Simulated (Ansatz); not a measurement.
# Ni, space group P6_3/mmc: a comparison of magnetic orders

Computed with the Python package of Ansatz (0.2.0).

Run as a notebook:

In [1]:
```python
import ansatz as az
import numpy as np
from tabulate import tabulate


def count_gap(report):
    # lowest empty less highest filled band, counting bands; zero where they overlap
    return max(report.get("gap_by_band_count_ev") or 0.0, 0.0)
```

In [2]:
```python
CELL = [
    (2.448023, 0.0, 0.0),
    (-1.224011, 2.12005, 0.0),
    (0.0, 0.0, 4.072808),
]
ATOMS = [
    ("Ni", (1 / 3, 2 / 3, 0.25)),
    ("Ni", (2 / 3, 1 / 3, 0.75)),
]
```

In [3]:
```python
def build(moments):
    crystal = az.Crystal(lattice=az.Lattice.of(CELL))
    for (symbol, position), moment in zip(ATOMS, moments):
        crystal = crystal.atom(symbol, position, moment=moment or None)
    return crystal
```

In [4]:
```python
# starting moments in muB, one an atom
orders = {
    "FM": [1.8, 1.8],
    "AFM": [1.8, -1.8],
}

rows = []
for label, moments in orders.items():
    calculation = (
        build(moments).calculation()
        .functional("lda")
        .kpoints(14, 14, 8)
        .occupations(az.OccupationsMethod.FERMI_DIRAC, width=0.1)
        .spin("collinear")
        .band_table()
    )
    summary = calculation.run(threads=1).report
    rows.append((label, summary["free_energy_ev"], summary["magnetization_mub"], summary["absolute_magnetization_mub"], max(abs(m) for m in summary["site_moments_mub"]), count_gap(summary)))
    print(label, "site moments:", [round(m, 2) for m in summary["site_moments_mub"]])

lowest = min(row[1] for row in rows)
rows = [(row[0], 1000 * (row[1] - lowest) / 2, *row[2:]) for row in sorted(rows, key=lambda row: row[1])]
print(tabulate(rows, headers=["order", "meV/magnetic atom", "net muB", "absolute muB", "largest site muB", "gap by band count eV"], floatfmt=".4f", tablefmt="simple"))
print("lowest of these starts:", rows[0][0])
```
```text
DeckWarning: basis.ecutwfc = 420 eV, auto-derived from the records' recommended cutoffs: set by Ni (normal level)
FM site moments: [0.61, 0.61]
RunWarning: the starting moments were not kept: 1 of 2 ended reversed and 1 kept their direction, counting a site from 0.1 of the cell's largest site moment. The largest reversed, site 1 (counted from 0, in the order of the report's site_moments_mub), started [...]
AFM site moments: [0.61, 0.61]
order      meV/magnetic atom    net muB    absolute muB    largest site muB    gap by band count eV
-------  -------------------  ---------  --------------  ------------------  ----------------------
FM                    0.0000     1.1682          1.2837              0.6097                  0.0000
AFM                   0.0000     1.1682          1.2837              0.6097                  0.0000
lowest of these starts: FM
```

What to keep in mind:
- The SCF didn't keep the moments it started from (some shrank, vanished or turned); what is printed is the state reached.
- A gap by band count of zero or less means overlapping bands, a metal.
- This isn't the structure that Ni takes at ambient conditions.
- Levels are Kohn-Sham eigenvalues on this mesh.
- Warnings are shown shortened and without file and line.
- Each row is the state reached from that start at the given structure, not necessarily the lowest of its order; other orders weren't tried.
- The whole script took 38 s on 1 thread of Arm Neoverse V2, on a shared host, peak memory 0.5 GiB.
